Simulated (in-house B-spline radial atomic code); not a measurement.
# Mo⁴⁺: ionisation energy by several methods

Wanted: one ionisation energy, Mo⁴⁺ to configuration [Kr] 4d1, up the ladder of functionals.

Method: non-relativistic, several functionals, spin-polarised; spherical all-electron atom at the radial basis limit. Code: in-house B-spline radial atomic code version 1.

**1. What is computed**

```
element       : molybdenum (Z = 42)
charge        : +4
electrons     : 38
configuration : [Kr] 4d2
nucleus       : point
```

The outer shells:

[Kr] 4d2
```
[Kr] core
4d [↑ ][↑ ][  ][  ][  ]
```

Where spins are not typed, each open shell is filled with up spins first.

**2. PBEsol, a GGA**

Input settings:

```ini
Z = 42
electrons = 38.0
configuration = [Kr] 4d2
hamiltonian = nr
method = pbesol
spin_polarised = True
```

**3. M06-L, a meta-GGA**

Input settings:

```ini
Z = 42
electrons = 38.0
configuration = [Kr] 4d2
hamiltonian = nr
method = m06l
spin_polarised = True
```

**4. AM05, a GGA**

Input settings:

```ini
Z = 42
electrons = 38.0
configuration = [Kr] 4d2
hamiltonian = nr
method = am05
spin_polarised = True
```

**5. BP86, a GGA**

Input settings:

```ini
Z = 42
electrons = 38.0
configuration = [Kr] 4d2
hamiltonian = nr
method = b88,p86
spin_polarised = True
```

**6. revTPSS, a meta-GGA**

Input settings:

```ini
Z = 42
electrons = 38.0
configuration = [Kr] 4d2
hamiltonian = nr
method = revtpss,revtpss
spin_polarised = True
```

**Question.** The tabulated ionisation energy is 54.417 ± 0.019 eV (semi-empirical; NIST Atomic Spectra Database). What does each method give, and which comes nearest?

The runs gave:

| method | rung | total energy (hartree) | ΔSCF (eV) | −ε highest (eV) | ΔSCF less tabulated (eV) |
| --- | --- | --- | --- | --- | --- |
| PBEsol | GGA | -3971.6386 | 54.692 | 47.630 (4d up) | +0.275 |
| AM05 | GGA | -3969.9244 | 54.666 | 47.596 (4d up) | +0.249 |
| BP86 | GGA | -3974.5515 | 54.752 | 47.688 (4d up) | +0.335 |
| M06-L | meta-GGA | -3974.0766 | 54.378 | 47.389 (4d up) | -0.039 |
| revTPSS | meta-GGA | -3973.2345 | 54.520 | 47.480 (4d up) | +0.103 |

What this shows: Tables give 54.417 ± 0.019 eV (semi-empirical; NIST Atomic Spectra Database) for the ionisation energy. M06-L misses by -0.039 eV, the least, and BP86 by +0.335 eV (0.62 %), the most. These runs lack relativity altogether, which can outweigh the gaps between the methods, so the nearest may be so by luck. These runs leave out relativity, which matters at this nuclear charge. Open shells are averaged (over orientations, and over spins where the run is restricted), while tables refer to the lowest levels. For the semilocal functionals minus the highest level recovers only 87 % of their own ΔSCF value, a mark of self-interaction.
